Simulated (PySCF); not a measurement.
# BiF−: bond curves at several levels of theory

What are the lowest state that PBE0 finds, the bond length, vibrational wavenumber and bond energy of BiF−, and how much do these hang on the method?

Method: Bi def2-SVPD with ECP60, F def2-SVPD, scalar-relativistic core potentials; program: PySCF 2.14.0.

2 further runs of the same task are left out: 2 set aside as unsound or not needed.

### 1 Input

Settings of the job:

* atoms: Bi, F
* charge: -1
* basis: Bi def2-SVPD with ECP60, F def2-SVPD
* Hamiltonian: scalar-relativistic core potentials
* basis functions: 55
* electrons treated: 33
* masses in u: 208.9804, 18.9984
* levels: PBE0, PBE, r²SCAN, BHandHLYP, PBEsol, B3LYP, CAM-B3LYP, HF, MP2, SCS-MP2, CCSD, CCSD(T)
* grid: 80 radial by 434 angular points
* occupations: held fixed by the projection of orbital angular momentum
* dissociation limit: Bi + F−, each in its ground configuration
* starting distance in angstrom: 2.175
* values of 2S to try: 1, 3

Command:

```
$ OMP_NUM_THREADS=1 python dia.py task.json out
```

The runs that follow: PBE0 along the bond; Excited determinants; PBE (GGA); r²SCAN; BHandHLYP; PBEsol (GGA); B3LYP; CAM-B3LYP; UHF; MP2 and coupled cluster.

Q: Predict the outcome of this session. Wanted: for each run, Re; ωe; De; μ.

As calculated:

Lowest PBE0 solution found, without spin–orbit coupling: ²Π (doublet), unpaired electrons π ↑. State 2 has its PBE0 minimum 0.31 eV higher. The other levels ran on the lowest alone.

| level | Re (Å) | ωe (cm⁻¹) | De (eV) | μ (D) |
| --- | --- | --- | --- | --- |
| UHF | 2.164 | 429 | 0.459 | -3.67 |
| UHF-MP2 | 2.184 | 423 | 0.82 | n/a |
| UHF-SCS-MP2 | 2.189 | 419 | 0.86 | n/a |
| UHF-CCSD | 2.183 | 421 | 0.88 | n/a |
| UHF-CCSD(T) | 2.189 | 416 | 0.93 | n/a |
| PBE | 2.206 | 402 | 1.36 | -3.23 |
| PBEsol | 2.180 | 423 | 1.53 | -3.03 |
| r²SCAN | 2.178 | 423 | 1.28 | -3.15 |
| B3LYP | 2.198 | 407 | 1.35 | -3.47 |
| PBE0 | 2.174 | 426 | 1.28 | -3.29 |
| BHandHLYP | 2.169 | 430 | 1.30 | -3.54 |
| CAM-B3LYP | 2.180 | 422 | 1.35 | -3.54 |

De is counted to Bi + F− in their ground configurations. A positive dipole points from Bi to F; in an ion it is taken about the centre of mass and does not tell which atom is negative.

What this shows: The methods spread over 0.043 Å in bond length, from UHF to PBE. CCSD(T) can't serve as the judge here: for a weak bond in this basis it is far from its limit. Among the levels with a De in the table, it runs from 0.459 eV (UHF) to 1.53 eV (PBEsol).

Correlated steps freeze 5 core orbitals. These are scalar-relativistic numbers at best; spin–orbit coupling would shift them, the dissociation energy most. With some functionals the highest level of the anion is positive, from self-interaction error or because the anion is truly unbound there; the finite basis then holds the extra electron, and no neutral molecule was run to test the binding. At UHF the stretched side of the curve climbs above De, by a hump or because the determinant held fixed goes to a higher limit. With spin–orbit coupling the term label itself may not hold.
